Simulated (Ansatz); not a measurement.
# C12H2: the cost of one run

Computed with Ansatz 0.2.0 (the levels named in each step, unless a step's input says otherwise).

**1. The starting structure**

Bond lengths: C1–C2 1.209 Å, C2–C3 1.346 Å, C3–C4 1.223 Å, C4–C5 1.332 Å, C5–C6 1.227 Å, C6–C7 1.329 Å, C7–C8 1.227 Å, C8–C9 1.332 Å, C9–C10 1.223 Å, C10–C11 1.345 Å, C11–C12 1.208 Å, C1–H13 1.048 Å, C12–H14 1.048 Å. Angles: C1–C2–C3 180.0°, C2–C1–H13 180.0°, C2–C3–C4 180.0°, C3–C4–C5 180.0°, C4–C5–C6 180.0°, C5–C6–C7 180.0°, C6–C7–C8 180.0°, C7–C8–C9 180.0°, C8–C9–C10 180.0°, C9–C10–C11 180.0°, C10–C11–C12 180.0°, C11–C12–H14 180.0°.

Coordinates:

```xyz
14

C     0.0000    0.0000   -7.0007
C     0.0000    0.0000   -5.7922
C     0.0000    0.0000   -4.4465
C     0.0000    0.0000   -3.2237
C     0.0000    0.0000   -1.8912
C     0.0000    0.0000   -0.6644
C     0.0000    0.0000    0.6651
C     0.0000    0.0000    1.8918
C     0.0000    0.0000    3.2240
C     0.0000    0.0000    4.4466
C     0.0000    0.0000    5.7918
C     0.0000    0.0000    7.0003
H     0.0000    0.0000   -8.0490
H     0.0000    0.0000    8.0483
```

**2. A rough first relaxation, PBE-D4/def2-SVP**

File input.yaml:

```yaml
crystal:
  periodic: [false, false, false]
  atoms:
    - { symbol: C, position_ang: [0.0, 0.0, -7.00072] }
    - { symbol: C, position_ang: [0.0, 0.0, -5.79217] }
    - { symbol: C, position_ang: [0.0, 0.0, -4.44653] }
    - { symbol: C, position_ang: [0.0, 0.0, -3.22372] }
    - { symbol: C, position_ang: [0.0, 0.0, -1.89124] }
    - { symbol: C, position_ang: [0.0, 0.0, -0.66443] }
    - { symbol: C, position_ang: [0.0, 0.0, 0.66507] }
    - { symbol: C, position_ang: [0.0, 0.0, 1.8918] }
    - { symbol: C, position_ang: [0.0, 0.0, 3.22397] }
    - { symbol: C, position_ang: [0.0, 0.0, 4.4466] }
    - { symbol: C, position_ang: [0.0, 0.0, 5.79183] }
    - { symbol: C, position_ang: [0.0, 0.0, 7.00025] }
    - { symbol: H, position_ang: [0.0, 0.0, -8.04896] }
    - { symbol: H, position_ang: [0.0, 0.0, 8.04826] }
basis:
  gaussian: { orbitals: def2-SVP }
hamiltonian:
  xc: pbe
  dispersion: d4
relax:
  f_tol: 0.03
  max_steps: 200
```

Command:

```bash
$ ansatz run input.yaml --threads 8 --pin off --max-ram 22528MiB --backend cpu --events-out ev --progress --plain --runs-dir out
```

What time and memory should one allow on 8 threads of Intel Xeon at 2.50GHz (Skylake/Cascade Lake), shared host?

About 13 s, with a peak of 0.26 GiB.
